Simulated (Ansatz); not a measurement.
# LiPb (110): surface energy and levels, part 3 of 3

The task, for LiPb: find the bulk's equilibrium cell, then compute energy, relaxation and work function or band edges of the (110) face.

Ansatz 0.2.0; DFT PBEsol, scalar-relativistic, plane waves, PAW.

### 8 All atoms of the slab relaxed

input.yaml reads:

```yaml
crystal:
  lattice:
    - [3.5150948858, 0.0, 0.0]
    - [0.0, 4.9710948605, 0.0]
    - [0.0, 0.0, 24.942189721]
  atoms:
    - { symbol: Li, position: [0.5, 0.0, 0.3006953312] }
    - { symbol: Pb, position: [0.0, 0.5, 0.3006953312] }
    - { symbol: Li, position: [0.5, 0.5, 0.4003476656] }
    - { symbol: Pb, position: [0.0, 0.0, 0.4003476656] }
    - { symbol: Li, position: [0.5, 0.0, 0.5] }
    - { symbol: Pb, position: [0.0, 0.5, 0.5] }
    - { symbol: Li, position: [0.5, 0.5, 0.5996523344] }
    - { symbol: Pb, position: [0.0, 0.0, 0.5996523344] }
    - { symbol: Li, position: [0.5, 0.0, 0.6993046688] }
    - { symbol: Pb, position: [0.0, 0.5, 0.6993046688] }
basis:
  ecutwfc: 420
kpoints:
  mp_grid: { grid: [10, 7, 1] }
hamiltonian:
  xc: pbesol
scf:
  occupations: { method: gaussian, width: 0.1 }
output:
  forces: true
  eigenvalues: true
  write_density: true
  write_potential: true
  elf: true
  volumetric_format: npy
relax:
  adjacent_minimum: "off"
  f_tol: 0.02
  max_steps: 60
efield:
  axis: 3
  dipole_correction: true
  ramp_width: 0.04
```

Launch:

```console
$ ansatz run input.yaml --threads 2 --pin off --max-ram 5632MiB --backend cpu --events-out ev --progress --plain --runs-dir out
```

Standard output:

```text
Warning: RAYON_NUM_THREADS=2 ignored (pool sized by the plan → 2); use --threads N
Engine: ansatz 0.2.0, aarch64-unknown-linux-gnu
Pseudopotentials: kind: paw
Pseudopotential: Li, paw, valence charge 3, recommended cutoff 420 eV (normal), Li.paw.azcp
Pseudopotential: Pb, paw, valence charge 14, recommended cutoff 420 eV (normal), Pb.paw.azcp
Functional definition: PBEsol
  exchange = pbesol_x
  correlation = pbesol_c
Crystal: 10 atoms, lattice volume = 435.837 Å³
Basis set: ecut = 420 eV, 8521 PW (Γ), exchange–correlation on 48×72×360 points (8 copies of the dense FFT grid, shifted against one another)
Bands: 53, of which v1, the nominal top of the filled ones, is band 43 counted from 1 (42 counted from 0)
Symmetry: 4 space group operations
k-points: 24 of 70
Non-local potential: Li, projectors of the file, l = 0: 3, l = 1: 2, l = 2: 1
Non-local potential: Pb, projectors of the file, l = 0: 2, l = 1: 2, l = 2: 2, l = 3: 2
PAW form: soft (Blöchl's): semilocal exchange-correlation on the pseudo side does not see the compensation charge
PAW frozen core: Pb, regenerated for the run's functional, and the local potential with it (the file was generated under x = pbe(κ = 0.804, μ = 0.2195149727645171), c = pbe(β = 0.06672455060314922))
PAW one-centre angular grid: Li, 110 points (default); XC on 64 Gauss nodes
PAW one-centre angular grid: Pb, 590 points (default); XC on 64 Gauss nodes
Initial density: superposition of atomic densities (neutral atoms: chi_scale 0, normalization atom), corrected by the library's trained network
Initial wavefunctions: pseudopotential atomic-orbital guess
Functional: x = pbesol(κ = 0.804, μ = 0.12345679012345678), c = pbesol(β = 0.046)
SCF iter   1: F=—  HF=-59791.525292 eV  |F-HF|=—  |Δ(HF+E_count)|=         —  Δρ=1.92e-3  dr2=1.61e-1  ethr=1.77e-3  p=0.000 e·Å  D=4.25e-14 V/Å  ΔV_dip=-0.00 eV  dr2_dipole=4.33e-8  V_vac-E_F(+/−)=3.98/3.98 eV  ⟨swp⟩=11.9  Hψ=6352  notcnv=0  defer=6
efield: sawtooth ramp at fractional position 0.9800 (placed from the atoms, in the widest stretch of the axis that holds none; the zero of the levels goes with the place), width 0.0400; the density the first Hamiltonian is built on has a dipole p = 0.000 e·Å; the dipole correction subtracts the counter field D = 4.25e-14 V/Å, which shifts the + side's vacuum level by -0.00 eV against the − side's; the planar-averaged density in the ramp window peaks in size at 4.6e-6 e/Å³
preconditioner: auto → LDOS  [metal: Δε(μ)=0.008 eV  Ē_g=15.084 eV  σ=0.100 eV  W_gap=0.05  n_scr=60 (ndim 8)  ℏωp=15.4 eV  f_vac=0.447  D(μ)=4.14/eV (n_scr^D=16)  β→1.0]
SCF iter   2: F=—  HF=-59791.510061 eV  |F-HF|=—  |Δ(HF+E_count)|=   1.52e-2  Δρ=7.58e-4  dr2=2.88e-3  ethr=1.90e-4  p=-0.000 e·Å  D=-4.26e-6 V/Å  ΔV_dip=0.00 eV  dr2_dipole=2.96e-8  V_vac-E_F(+/−)=3.83/3.83 eV  ⟨swp⟩=2.3  Hψ=2229  notcnv=0  defer=53
SCF iter   3: F=—  HF=-59791.509586 eV  |F-HF|=—  |Δ(HF+E_count)|=   4.75e-4  Δρ=3.25e-4  dr2=5.95e-4  ethr=3.39e-6  p=-0.000 e·Å  D=-1.57e-6 V/Å  ΔV_dip=0.00 eV  dr2_dipole=1.44e-10  V_vac-E_F(+/−)=3.81/3.81 eV  ⟨swp⟩=2.2  Hψ=2235  notcnv=0  defer=53
SCF iter   4: F=—  HF=-59791.509421 eV  |F-HF|=—  |Δ(HF+E_count)|=   1.65e-4  Δρ=5.84e-5  dr2=3.07e-5  ethr=7.01e-7  p=-0.000 e·Å  D=-5.67e-7 V/Å  ΔV_dip=0.00 eV  dr2_dipole=3.48e-12  V_vac-E_F(+/−)=3.81/3.81 eV  ⟨swp⟩=2.0  Hψ=2095  notcnv=0  defer=53
iter 5 did not close the SCF: its close was put off for the readings that it lacked (scf_convergence_deferred on its scf_iter line)
SCF iter   5: F=-59791.509422 eV  HF=-59791.509424 eV  |F-HF|=1.42e-6  |Δ(HF+E_count)|=   2.52e-6  Δρ=2.73e-5  dr2=4.34e-6  ethr=3.62e-8  p=-0.000 e·Å  D=-2.53e-7 V/Å  ΔV_dip=0.00 eV  dr2_dipole=2.89e-12  V_vac-E_F(+/−)=3.80/3.80 eV  ⟨swp⟩=2.0  Hψ=2097  notcnv=0  defer=53
SCF iter   6: F=-59791.509424 eV  HF=-59791.509424 eV  |F-HF|=5.14e-8  |Δ(HF+E_count)|=   4.44e-8  Δρ=5.38e-6  dr2=2.04e-7  ethr=5.11e-9  p=-0.000 e·Å  D=-7.13e-8 V/Å  ΔV_dip=0.00 eV  dr2_dipole=2.12e-12  V_vac-E_F(+/−)=3.80/3.80 eV  ⟨swp⟩=18.8  Hψ=12491  notcnv=0
SCF 1 converged in 6 iterations: F = -59791.509424 eV  dr2 = 2.04e-7
relax step   1: F+E_penalty+E_count = -59791.50942398 eV  Δ(F+E_penalty+E_count) = +0.000e0 eV  max|allowed force component| = 1.698e-1 eV/Å  Δτ_max = 0.0000 Å  (6 SCF iters, dr2 threshold 1.00e-5 eV, accepted)
[... 15 lines left out ...]
relax step   2: F+E_penalty+E_count = -59791.52131186 eV  Δ(F+E_penalty+E_count) = -1.189e-2 eV  max|allowed force component| = 1.135e-1 eV/Å  Δτ_max = 0.0930 Å  (7 SCF iters, dr2 threshold 1.80e-6 eV, accepted)
[... 8 lines left out ...]
relax step   3: F+E_penalty+E_count = -59791.52631742 eV  Δ(F+E_penalty+E_count) = -5.006e-3 eV  max|allowed force component| = 1.029e-2 eV/Å  Δτ_max = 0.0273 Å  (5 SCF iters, dr2 threshold 8.06e-7 eV, accepted)
[... 7 lines left out ...]
relax step   4: F+E_penalty+E_count = -59791.52631780 eV  Δ(F+E_penalty+E_count) = -3.724e-7 eV  max|allowed force component| = 1.018e-2 eV/Å  Δτ_max = 0.0000 Å  (3 SCF iters, accepted)
WARN: The output density's exchange-correlation potential varies sharply where the density is thin. Do not read a vacuum level from v_tot or v_xc, or from such a field of the output density. On a cell that repeats whose density bears no net charge and no dipole along the vacuum's axis use v_es (v_loc + v_h of the components); under efield.dipole_correction with no amplitude use v_es + v_field, which holds any external_charges[].barrier, or the levels of the report's work_function block, which leave it out; under a non-zero efield.amplitude the vacuum is tilted and has no level; on a cell that repeats and bears such a dipole with no correction it is tilted too, and efield.dipole_correction with no amplitude gives each side of its ramp a level where efield: is served; in a cell that repeats whose density bears a net charge (total_charge, or a fill off its count) it is curved and has none; of a slab under crystal.periodic whose density bears no net charge use v_es, which has a level on each side, short of where the two are joined; of another it falls or rises all the way out and has none; of a slab beside external_charges read slab_vacuum_level instead, which it has where they leave it neutral. The grid or the basis barely resolves most such structure, and the values can differ between equally converged runs; as a rule a tighter scf.convergence.dr2_threshold does not remove it. Where the density itself ripples (under the LDA too) a higher basis.ecutwfc lessens it. The files hold the spikes' plane waves up to the density's cutoff. Files: v_tot_of_output_density and the like, and their columns of v_z.tsv (output.write_potential); v_xc_of_output_density and the like, and their columns of v_comp_z.tsv (output.write_potential_components). Measured: with its Gaussian average of σ = 0.25 Å subtracted twice, the exchange-correlation potential is over 0.1 eV at 1482 of the grid points where the equally averaged density (valence and model cores) is under 1e-3 e/Å³, and 1.50 eV at the most among them, at an averaged density of 7.5e-8 e/Å³. The input density's (outcome.potential() and, of a run that writes arrays, v_tot and v_xc) is over 0.1 eV, so measured, at 4 points of its own thin density, 0.113 eV at the most. See output.write_potential in the manual, Limitations
SCF converged after 3 iterations
Free energy (F): -59791.526318 eV
Harris-Foulkes:  -59791.526318 eV  (|F-HF|=6.40e-10)
Internal energy: -59791.507023 eV  (E = F + TS)
E sigma→0 (E₀):  -59791.516670 eV
Entropy (-TS):   -0.019295 eV (-1.929 meV/atom)
Fermi energy:    2.318226 eV
Dipole field:    D = -0.000000 V/Å  (p = -0.000000 e·Å, saw-weighted, corrected)
Work function:   Φ+ = 3.7495 eV   Φ− = 3.7495 eV
Levels:          The Fermi level and band energies are counted from a zero that moves with the ramp; work functions are not
--- Per-component energies (eV) ---
  E_band       = -1206.737857
  E_kinetic    = 1559.137123
  E_local      = -46463.621819  (includes V_loc(G=0)·N_el)
  E_nonlocal   = 1591.626887
  E_hartree    = 22292.126302
  E_xc         = -1145.242049
  E_vxc        = -729.458070  (∫ρ·V_xc dr)
  E_paw        = -51383.829633  (= ΣΔE_a)
  E_vpaw       = -1748.676206  (= ΣTr[D̂ρ^β])
  E_aug_tail   = 0.000302  (compensation charges beyond the density's cutoff)
  E_efield     = 0.000000  (sawtooth field / dipole correction)
  E_vefield    = 0.000000  (∫n·V_field dr)
  E_ewald      = 13757.985281
  E_core_change = 0.310583  (= ΣΔE_core)
  E_smearing   = -0.019295  (= −TS)
  E_closure    = 0.000000  (closes the sum)
  Σ components = -59791.526318   (vs F -59791.526318, Δ=0.00e0)
--- Forces (eV/Å), atoms counted from 1 ---
  atom   1  Li     0.00000000     0.00000000    -0.01017923
  atom   2  Pb     0.00000000     0.00000000     0.00234007
  atom   3  Li     0.00000000     0.00000000    -0.00069666
  atom   4  Pb     0.00000000     0.00000000     0.00232964
  atom   5  Li     0.00000000     0.00000000     0.00000003
  atom   6  Pb     0.00000000     0.00000000    -0.00000000
  atom   7  Li     0.00000000     0.00000000     0.00069649
  atom   8  Pb     0.00000000     0.00000000    -0.00232956
  atom   9  Li     0.00000000     0.00000000     0.01017922
  atom  10  Pb     0.00000000     0.00000000    -0.00233995
  max |Σ_I F_I| component: 5.24e-8 eV/Å
--- Band table (eV; the first three rows and the last of 24) ---
  k-point 0: bands = ["-44.0090", "-44.0090", "-43.6965", "-43.6105", "-43.6105", "-14.5565", "-14.5444", "-14.5205", "-14.4729", "-14.4628", "-14.4394", "-14.4204", "-14.4063", "-14.4010", "-14.3773", "-14.3750", "-14.3735", "-14.3712", "-14.3147", "-14.3016", "-14.2839", "-14.2702", "-14.2679", "-14.2575", "-14.2545", "-14.2526", "-14.2460", "-14.2447", "-14.2183", "-14.1658", "-8.1135", "-7.7274", "-6.8883", "-5.9077", "-5.2576", "-0.2651", "-0.1499", "0.3146", "0.7204", "1.4218", "1.4830", "2.3654", "2.7857", "3.5753", "3.9852", "4.8437", "4.9728", "5.4133", "5.4639", "5.5548", "6.1407", "6.3997", "6.4575"]
[... 3 lines left out ...]
--- Relaxed structure (4 steps of the walk, 4 accepted, 0 SCFs on fresh bases) ---
  F+E_penalty+E_count = -59791.52631780 eV   max|allowed force component| = 1.018e-2 eV/Å
  atoms:
    - { symbol: Li, position: [0.5, 0.0, 0.29906335962842184] }
    - { symbol: Pb, position: [0.0, 0.5, 0.30228716546597995] }
    - { symbol: Li, position: [0.5, 0.5, 0.4024911730889296] }
    - { symbol: Pb, position: [0.0, 0.0, 0.3977171979744033] }
    - { symbol: Li, position: [0.5, 0.0, 0.4999999970661015] }
    - { symbol: Pb, position: [0.0, 0.5, 0.500000001921007] }
    - { symbol: Li, position: [0.5, 0.5, 0.5975088327238851] }
    - { symbol: Pb, position: [0.0, 0.0, 0.6022827984825042] }
    - { symbol: Li, position: [0.5, 0.0, 0.7009366381731162] }
    - { symbol: Pb, position: [0.0, 0.5, 0.6977128354756519] }
```

Wall time 2.8 min (2 threads of Arm Neoverse V1, shared host); peak memory 0.84 GiB.

Relaxation path:

```
step  E - E(step 1) (eV/cell)  largest force component (eV/Å)
   1                   0.0000                          0.1698
   2                  -0.0119                          0.1135
   3                  -0.0169                          0.0103
   4                  -0.0169                          0.0102
```

Step 1 is the start.

This gives work function 3.75 eV.

Plane-averaged electrostatic potential energy of an electron across the slab, counted from the Fermi level:

z (Å), V (eV) and a bar:
```
     1.66       3.75 ##############################
     2.22       3.75 ##############################
     2.49       3.75 ##############################
     3.05       3.75 ##############################
     3.33       3.75 ##############################
     3.88       3.74 ##############################
     4.43       3.72 ##############################
     4.71       3.70 ##############################
     5.27       3.56 ##############################
     5.54       3.40 #############################
     6.10       2.49 ###########################
     6.65      -1.08 ###################
     6.93      -5.19 #########
     7.48      -9.23 
     7.76      -8.36 ##
     8.31      -2.49 ################
     8.59       0.13 ######################
     9.15      -2.42 ################
     9.70      -8.25 ##
     9.98      -9.24 
    10.53      -5.36 #########
    10.81      -1.32 ##################
    11.36       0.59 #######################
    11.92      -5.55 #########
    12.19      -8.28 ##
    12.75      -8.28 ##
    13.03      -5.55 #########
    13.58       0.59 #######################
    14.13      -1.32 ##################
    14.41      -5.36 #########
    14.97      -9.24 
    15.24      -8.25 ##
    15.80      -2.42 ################
    16.35       0.13 ######################
    16.63      -2.49 ################
    17.18      -8.36 ##
    17.46      -9.23 
    18.01      -5.19 #########
    18.29      -1.08 ###################
    18.85       2.49 ###########################
    19.40       3.40 #############################
    19.68       3.56 ##############################
    20.23       3.70 ##############################
    20.51       3.72 ##############################
    21.06       3.74 ##############################
    21.62       3.75 ##############################
    21.89       3.75 ##############################
    22.45       3.75 ##############################
    22.73       3.75 ##############################
    23.28       3.75 ##############################
```

Density in a lattice plane of the grid's cell (edges 3.52 and 24.94 Å, at 0.000 of the third edge), which holds Li and Pb.

Ten even steps from ' ' (0.00 e/Å³) to '@' (10.25 e/Å³):
```
            
            
            
            
            
      %%    
            
@@--      --
            
      %%    
            
@@--      --
            
      %%    
            
            
            
            
            
            
```
Columns run along the first of these edges and rows up along the second, over one cell in 6 and 20 even steps from the bottom left corner. Atoms in the plane (fractional): Li at (0.50, 0.30), Pb at (0.00, 0.40), Li at (0.50, 0.50), Pb at (0.00, 0.60), Li at (0.50, 0.70).

ELF in the same plane.

Ten even steps from ' ' (0.00) to '@' (1.00):
```
            
            
            
            
....      ..
--..::@@::..
------..----
  ..------..
------..----
::..::@@::..
------..----
  ..------..
------..----
--..::@@::..
....      ..
            
            
            
            
            
```
Columns run along the first of these edges and rows up along the second, over one cell in 6 and 20 even steps from the bottom left corner. Atoms in the plane (fractional): Li at (0.50, 0.30), Pb at (0.00, 0.40), Li at (0.50, 0.50), Pb at (0.00, 0.60), Li at (0.50, 0.70).

Both are smooth fields of the valence electrons: close to the nuclei they are not physical.

Outside the cores ELF peaks at 0.51 beside Pb, off the lines to its neighbours, 1.5 Å from Pb.

### 9 Changed: ecutwfc 36.7 Ry, xc_grid 1, occupations.method fermi_dirac, occupations.width 0.005

input.yaml reads:

```yaml
crystal:
  lattice:
    - [3.5150948858, 0.0, 0.0]
    - [0.0, 4.9710948605, 0.0]
    - [0.0, 0.0, 24.942189721]
  atoms:
    - { symbol: Li, position: [0.5, 0.0, 0.2990633596] }
    - { symbol: Pb, position: [0.0, 0.5, 0.3022871655] }
    - { symbol: Li, position: [0.5, 0.5, 0.4024911731] }
    - { symbol: Pb, position: [0.0, 0.0, 0.397717198] }
    - { symbol: Li, position: [0.5, 0.0, 0.4999999971] }
    - { symbol: Pb, position: [0.0, 0.5, 0.5000000019] }
    - { symbol: Li, position: [0.5, 0.5, 0.5975088327] }
    - { symbol: Pb, position: [0.0, 0.0, 0.6022827985] }
    - { symbol: Li, position: [0.5, 0.0, 0.7009366382] }
    - { symbol: Pb, position: [0.0, 0.5, 0.6977128355] }
basis:
  ecutwfc: "36.7 Ry"
  xc_grid: 1
kpoints:
  mp_grid: { grid: [10, 7, 1] }
hamiltonian:
  xc: pbesol
scf:
  occupations: { method: fermi_dirac, width: 0.005 }
output:
  forces: true
  eigenvalues: true
efield:
  axis: 3
  dipole_correction: true
  ramp_width: 0.04
```

Launch:

```console
$ ansatz run input.yaml --threads 2 --pin off --max-ram 5632MiB --backend cpu --events-out ev --progress --plain --runs-dir out
```

Standard output (excerpt; [...] marks lines left out):

```text
Warning: RAYON_NUM_THREADS=2 ignored (pool sized by the plan → 2); use --threads N
[...]
[... 4 set-up lines as earlier in the session ...]
[...]
Crystal: 10 atoms, lattice volume = 435.837 Å³
Basis set: ecut = 499.3289376138798 eV, 11049 PW (Γ)
[...]
  atom   1  Li     0.00000000     0.00000000    -0.02307458
  atom   2  Pb     0.00000000     0.00000000    -0.01716695
  atom   3  Li     0.00000000     0.00000000     0.00072249
  atom   4  Pb     0.00000000     0.00000000     0.00554818
  atom   5  Li     0.00000000     0.00000000    -0.00000020
  atom   6  Pb     0.00000000     0.00000000    -0.00000009
  atom   7  Li     0.00000000     0.00000000    -0.00072321
  atom   8  Pb     0.00000000     0.00000000    -0.00554789
[...]
--- Band table (eV; the first three rows and the last of 24) ---
[...]
```

Run time: 44 s. Hardware: 2 threads of Arm Neoverse V1, shared host; peak memory 0.93 GiB.

| run | ending | energy change | gap (eV) | force (eV/Å) | cycles | time |
| --- | --- | --- | --- | --- | --- | --- |
| step 8 | converged | 0 | 0.00 | 0.01 | - | 2.8 min |
| variant | converged | -0.1 meV/atom (σ→0) | 0.00 | 0.02 | 9 | 44 s |

Changing the cutoff, numerical grids and smearing hardly moves the energy: -0.1 meV/atom.

### 10 What the (110) slab gives

The surface energy is (E_slab − N·E_bulk) / 2A, with N = 10 atoms and A = 17.47 Å².

|  | as cut | relaxed |
| --- | --- | --- |
| surface energy, mean of both faces | 0.54 J/m² | 0.53 J/m² |
| work function | 3.80 eV | 3.75 eV |
| dipole along +c (e·Å/cell) | 0.000 | 0.000 |

How the layers moved (bottom to top):

| plane | atoms | spacing to the next, as cut (Å) | relaxed (Å) | change (%) | rumpling (Å) |
| --- | --- | --- | --- | --- | --- |
| 1 | LiPb | 2.486 | 2.480 | -0.2 | 0.080 |
| 2 | LiPb | 2.486 | 2.492 | +0.2 | 0.119 |
| 3 | LiPb | 2.486 | 2.492 | +0.2 | 0.000 |
| 4 | LiPb | 2.486 | 2.480 | -0.2 | 0.119 |
| 5 | LiPb |  |  |  | 0.080 |

### 11 Results

The summary covers parts 1 to 3.

| quantity | value |
| --- | --- |
| bulk: relaxed cell | a = 3.515 Å, b = 3.515 Å, c = 3.515 Å, α = 90.00°, β = 90.00°, γ = 90.00° |
| bulk: space group (0.01 Å) | Pm-3m (No. 221) |
| bulk: volume | 21.72 Å³/atom |
| bulk: formation energy (elements from runs with the same settings, not shown) | -0.29 eV/atom |
| surface energy, (110), cut with LiPb on top | 0.53 J/m² |
| work function, (110), cut with LiPb on top | 3.75 eV |

**Reading.** Relaxation lowered the bulk's volume by 0.6 %. The start is a reported cell, which holds thermal expansion that this zero-temperature run lacks. On (110) the top spacing stays within 0.3 %, and relaxation gains 0.008 J/m² a face. The top plane rumples by 0.08 Å. Spin-orbit coupling is left out for Pb.
